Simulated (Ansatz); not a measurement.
**ClH6N3Ti: basis-set convergence**

One table from this session's results is given with a row withheld; the runs are named, their logs left out.

Program: Ansatz 0.2.0, Gaussian basis. Level of theory: one geometry, several basis sets. These are calculated values, not measurements.

The runs, in order: PBE0-D4/def2-SVP; ωB97M-V/def2-SVP; PBE0-D4/def2-QZVPP; ωB97M-V/def2-QZVPP; the functionals' def2-TZVPP values are taken from earlier runs.

## Structure used throughout

An earlier PBE0-D4 in a triple-zeta def2 set relaxation fixed the geometry.

SMILES `[NH2][Ti]([NH2])([NH2])[Cl]`, 11 atoms, charge 0, spin multiplicity 1.

Atoms are counted from 1 here; the program's logs count them from 0.

Bond lengths: N1–Ti2 1.872 Å, N1–H6 1.012 Å, N1–H7 1.009 Å, Ti2–N3 1.872 Å, Ti2–N4 1.872 Å, Ti2–Cl5 2.238 Å, N3–H8 1.012 Å, N3–H9 1.009 Å, N4–H10 1.012 Å, N4–H11 1.009 Å. Angles: Ti2–N1–H6 122.8°, Ti2–N1–H7 126.0°, H6–N1–H7 110.5°, N1–Ti2–N3 107.0°, N1–Ti2–N4 107.0°, N1–Ti2–Cl5 111.9°, N3–Ti2–N4 107.0°, N3–Ti2–Cl5 111.9°, N4–Ti2–Cl5 111.9°, Ti2–N3–H8 122.9°, Ti2–N3–H9 126.0°, H8–N3–H9 110.5°, Ti2–N4–H10 122.9°, Ti2–N4–H11 126.0°, H10–N4–H11 110.5°.

The first run:

File in.yaml:

```yaml
crystal:
  periodic: [false, false, false]
  atoms:
    - {symbol: N, position_ang: [-1.565733, 0.766951, 0.106102]}
    - {symbol: Ti, position_ang: [0.260580, 0.358771, 0.078605]}
    - {symbol: N, position_ang: [0.541865, -0.972568, 1.363596]}
    - {symbol: N, position_ang: [0.623796, -0.407317, -1.589919]}
    - {symbol: Cl, position_ang: [1.524791, 2.165905, 0.459514]}
    - {symbol: H, position_ang: [-1.982831, 1.370581, 0.803012]}
    - {symbol: H, position_ang: [-2.233489, 0.548295, -0.618160]}
    - {symbol: H, position_ang: [1.462580, -1.228223, 1.696681]}
    - {symbol: H, position_ang: [-0.172159, -1.427288, 1.912838]}
    - {symbol: H, position_ang: [0.747780, 0.141844, -2.430795]}
    - {symbol: H, position_ang: [0.858219, -1.373851, -1.760575]}
basis:
  gaussian: {orbitals: def2-SVP}
hamiltonian: {xc: pbe0, dispersion: d4}
output: {orbitals: {seedname: orbitals}}
```

On the command line:

```sh
ansatz run in.yaml --threads 2 --pin off --events-out ev --progress --plain --max-ram 32768MiB --backend cpu
```

Among the steps run: PBE0-D4 in def2-SVP; ωB97M-V in def2-SVP; PBE0-D4 in def2-QZVPP; ωB97M-V in def2-QZVPP.

One of the session's tables, all rows but one given; the rest of the session is left out.

It belongs to the step «Density functionals: the series». 

| functional | basis | HOMO (eV) |
| --- | --- | --- |
| PBE0-D4 | def2-SVP | -7.23 |
| PBE0-D4 | def2-TZVPP | -7.54 |
| PBE0-D4 | def2-QZVPP | -7.58 |
| ωB97M-V | def2-SVP | -9.61 |
| ωB97M-V | def2-TZVPP | -9.93 |
| ωB97M-V | def2-QZVPP | ? |

**Question.** Estimate the row for ωB97M-V, def2-QZVPP.

**Answer.** HOMO (eV): -9.97. In the column «HOMO (eV)» it is the lowest.
